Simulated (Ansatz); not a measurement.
# Hf2SnS2: from a guess to a relaxed structure

Aim: relax a trial structure of Hf2SnS2 and see where it ends.

Method: DFT PBE, scalar-relativistic, plane waves, PAW, in Ansatz 0.2.0.

### 1 The system as given

The structure is tetragonal, space group I4/mmm (No. 139). The conventional cell has a = 3.704 Å, b = 3.704 Å, c = 14.494 Å, α = 90.00°, β = 90.00°, γ = 90.00°. Hf (site symmetry -4m2) is surrounded by 4 S at 2.29 Å and 4 Hf at 2.62 Å. Sn (site symmetry 4/mmm) is surrounded by 8 S at 3.47 Å and 4 Sn at 3.70 Å. S (site symmetry 4mm) has 4 Hf at 2.29 Å as nearest neighbours.

As a file:

```
Hf Sn S
1.0
    -1.85191    1.85191    7.24681
     1.85191   -1.85191    7.24681
     1.85191    1.85191   -7.24681
Hf Sn S
2 1 2
Direct
  0.75000 0.25000 0.50000
  0.25000 0.75000 0.50000
  0.00000 0.00000 0.00000
  0.34346 0.34346 0.00000
  0.65654 0.65654 0.00000
```

Recipe of the guess: species swapped into a database cell of CsCo2S2 (I4/mmm, No. 139), with Sn on the Cs sites and Hf on the Co sites. Its size is a rough estimate.

### 2 A first look at the guess

The input, input.yaml:

```yaml
crystal:
  lattice:
    - [-1.85190925, 1.85190925, 7.24681101]
    - [1.85190925, -1.85190925, 7.24681101]
    - [1.85190925, 1.85190925, -7.24681101]
  atoms:
    - { symbol: Hf, position: [0.75, 0.25, 0.5] }
    - { symbol: Hf, position: [0.25, 0.75, 0.5] }
    - { symbol: Sn, position: [0.0, 0.0, 0.0] }
    - { symbol: S, position: [0.34345615, 0.34345615, 0.0] }
    - { symbol: S, position: [0.65654385, 0.65654385, 0.0] }
basis:
  ecutwfc: 420
kpoints:
  mp_grid: { grid: [6, 6, 6] }
hamiltonian:
  xc: pbe
scf:
  occupations: { method: gaussian, width: 0.1 }
  lower_state_search: "off"
output:
  forces: true
  stress: true
  eigenvalues: true
```

Run with:

```
> ansatz run input.yaml --threads 1 --pin off --max-ram 2560MiB --backend cpu --events-out ev --progress --plain --runs-dir out
```

The session goes on with these runs: a loose first relaxation; full relaxation.

What does the calculation give? Wanted: conventional cell; volume; energy over the elements, grey Sn; gap on the mesh.

As calculated:

```
                              quantity                                                                      value
symmetry at the end (tolerance 0.05 Å)                                               space group I4/mmm (No. 139)
                     conventional cell  a = 4.671 Å, b = 4.671 Å, c = 9.699 Å, α = 90.00°, β = 90.00°, γ = 90.00°
                                volume                                                              21.16 Å³/atom
     energy over the elements, grey Sn                                                              -0.83 eV/atom
                       gap on the mesh                                                               none (metal)
```

In words: The space group I4/mmm (No. 139) is kept, and the volume per atom grows by 6.4 % from the first guess. A negative formation energy is needed for stability but isn't enough; other structures and compounds were not set against it here. No finished test with a distortion of lower symmetry is shown, so the end may be a saddle point. Spin-orbit coupling is left out for Hf.
